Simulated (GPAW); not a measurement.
Cd2S:

```
Cd S
1.0
     3.96267    0.00000    0.00000
    -1.98134    3.43177    0.00000
     0.00000    0.00000    5.80919
Cd S
2 1
Direct
  0.33333 0.66667 0.93272
  0.66667 0.33333 0.57873
  0.33333 0.66667 0.36571
```

The cell comes from a database or a generator and needn't be the stable form of this composition.

Base run:

```yaml
Program: GPAW 26.7.0
Functional: LDA
Potentials_or_basis: the program's PAW data sets (release 1.2.1) made for this functional
Cutoff: 450 eV
Basis: pw
k_mesh: 6 × 6 × 4
Occupations: fermi-dirac, width 0.05 eV
Spin: no spin polarisation
```

Its results: pressure -6.3 GPa; largest force 0.145 eV/Å.

Q: The run is repeated on the same cell with these changes: cutoff from 450 eV to 600 eV. What comes out?

A: Pressure -5.2 GPa; largest force 0.148 eV/Å.

Caveats: the cutoff is short for stress and forces, so pressures can be off by a GPa or more (some runs).
